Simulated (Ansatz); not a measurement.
**SnSe: a strain scan**

This session takes SnSe and sets out to see how energy and stress answer to the strain pattern (0, 1, 0, 0, 0, 0).

Computed with Ansatz 0.2.0 (DFT LDA, scalar-relativistic, plane waves, PAW, unless a step's input says otherwise).

1 further run of the same task is left out (set aside as unsound or not needed).

## 1. The starting structure

Symmetry: Fm-3m, No. 225, cubic system. The conventional cell has a = 5.893 Å, b = 5.893 Å, c = 5.893 Å, α = 90.00°, β = 90.00°, γ = 90.00°. Around Sn (site symmetry m-3m) lie 6 Se at 2.95 Å. Se (site symmetry m-3m) has 6 Sn at 2.95 Å as nearest neighbours.

Coordinates:

```cif
data_structure
_symmetry_space_group_name_H-M 'P 1'
_symmetry_Int_Tables_number 1
_cell_length_a 4.1672
_cell_length_b 4.1672
_cell_length_c 4.1672
_cell_angle_alpha 60.000
_cell_angle_beta 60.000
_cell_angle_gamma 60.000
_cell_volume 51.17
loop_
_atom_site_label
_atom_site_type_symbol
_atom_site_fract_x
_atom_site_fract_y
_atom_site_fract_z
_atom_site_occupancy
Sn1 Sn 0.00000 0.00000 0.00000 1
Se1 Se 0.50000 0.50000 0.50000 1
```

This cell was relaxed beforehand with the same method: volume 25.58 Å³/atom, gap on the mesh 0.78 eV.

## 2. The reference cell

Reference values: F = -11263.6593 eV; pressure -0.01 GPa; largest force 0.000 eV/Å; gap on the mesh 0.78 eV. It was computed beforehand with the settings of the runs below.

## 3. Next: a strain scan

The cell is strained by ε times the Voigt pattern (0, 1, 0, 0, 0, 0) (xx, yy, zz, yz, xz, xy; engineering shear), with fractional coordinates fixed (clamped ions). The stress on the pattern is the sum of the stress components weighted by it, tension positive.

## 4. ε = -0.0200

The input, input.yaml:

```yaml
crystal:
  lattice:
    - [0.0, 2.8877148147, 2.9466477701]
    - [2.9466477701, 0.0, 2.9466477701]
    - [2.9466477701, 2.8877148147, 0.0]
  atoms:
    - { symbol: Sn, position: [0.0, 0.0, 0.0] }
    - { symbol: Se, position: [0.5, 0.5, 0.5] }
basis:
  ecutwfc: 420
kpoints:
  mp_grid: { grid: [8, 8, 8] }
hamiltonian:
  xc: lda
scf:
  occupations: { method: gaussian, width: 0.05 }
output:
  forces: true
  stress: true
  eigenvalues: true
```

The run is started by

```
$ ansatz run input.yaml --threads 1 --pin off --max-ram 2560MiB --backend cpu --events-out ev --progress --plain --runs-dir out
```

## 5. At ε = 0.0150

input.yaml, as its differences from that of step 4:

```diff
@@ -2,5 +2,5 @@
   lattice:
-    - [0.0, 2.8877148147, 2.9466477701]
+    - [0.0, 2.9908474867, 2.9466477701]
     - [2.9466477701, 0.0, 2.9466477701]
-    - [2.9466477701, 2.8877148147, 0.0]
+    - [2.9466477701, 2.9908474867, 0.0]
   atoms:
```

## 6. ε = -0.0100

input.yaml, as its differences from that of step 5:

```diff
@@ -2,5 +2,5 @@
   lattice:
-    - [0.0, 2.9908474867, 2.9466477701]
+    - [0.0, 2.9171812924, 2.9466477701]
     - [2.9466477701, 0.0, 2.9466477701]
-    - [2.9466477701, 2.9908474867, 0.0]
+    - [2.9466477701, 2.9171812924, 0.0]
   atoms:
```

## 7. Point ε = 0.0050

input.yaml, as its differences from that of step 6:

```diff
@@ -2,5 +2,5 @@
   lattice:
-    - [0.0, 2.9171812924, 2.9466477701]
+    - [0.0, 2.961381009, 2.9466477701]
     - [2.9466477701, 0.0, 2.9466477701]
-    - [2.9466477701, 2.9171812924, 0.0]
+    - [2.9466477701, 2.961381009, 0.0]
   atoms:
```

## 8. ε = 0.0200

input.yaml, as its differences from that of step 7:

```diff
@@ -2,5 +2,5 @@
   lattice:
-    - [0.0, 2.961381009, 2.9466477701]
+    - [0.0, 3.0055807255, 2.9466477701]
     - [2.9466477701, 0.0, 2.9466477701]
-    - [2.9466477701, 2.961381009, 0.0]
+    - [2.9466477701, 3.0055807255, 0.0]
   atoms:
```

## 9. ε = -0.0150

input.yaml, as its differences from that of step 8:

```diff
@@ -2,5 +2,5 @@
   lattice:
-    - [0.0, 3.0055807255, 2.9466477701]
+    - [0.0, 2.9024480535, 2.9466477701]
     - [2.9466477701, 0.0, 2.9466477701]
-    - [2.9466477701, 3.0055807255, 0.0]
+    - [2.9466477701, 2.9024480535, 0.0]
   atoms:
```

## 10. ε = 0.0100

input.yaml, as its differences from that of step 9:

```diff
@@ -2,5 +2,5 @@
   lattice:
-    - [0.0, 2.9024480535, 2.9466477701]
+    - [0.0, 2.9761142478, 2.9466477701]
     - [2.9466477701, 0.0, 2.9466477701]
-    - [2.9466477701, 2.9024480535, 0.0]
+    - [2.9466477701, 2.9761142478, 0.0]
   atoms:
```

## 11. Point ε = -0.0050

input.yaml, as its differences from that of step 10:

```diff
@@ -2,5 +2,5 @@
   lattice:
-    - [0.0, 2.9761142478, 2.9466477701]
+    - [0.0, 2.9319145312, 2.9466477701]
     - [2.9466477701, 0.0, 2.9466477701]
-    - [2.9466477701, 2.9761142478, 0.0]
+    - [2.9466477701, 2.9319145312, 0.0]
   atoms:
```

## 12. ε = 0.0175

input.yaml, as its differences from that of step 11:

```diff
@@ -2,5 +2,5 @@
   lattice:
-    - [0.0, 2.9319145312, 2.9466477701]
+    - [0.0, 2.9982141061, 2.9466477701]
     - [2.9466477701, 0.0, 2.9466477701]
-    - [2.9466477701, 2.9319145312, 0.0]
+    - [2.9466477701, 2.9982141061, 0.0]
   atoms:
```

(Steps that only read results are left out.)

Q: Predict the outcome of this session. Wanted: slope of the stress at ε = 0, over ±0.0050.

As calculated:

| quantity | value |
| --- | --- |
| slope of the stress at ε = 0, over ±0.0050 | 157 GPa |

What this shows: The slope of the stress at zero strain, 157 GPa, estimates C22 with clamped ions in this Cartesian frame; letting the atoms relax could not make it stiffer. No sampled point lies below the undisturbed cell. The gap on the mesh stays between 0.72 and 0.78 eV.

Spin-orbit coupling is left out, though the cell holds Sn; it can move the gap.
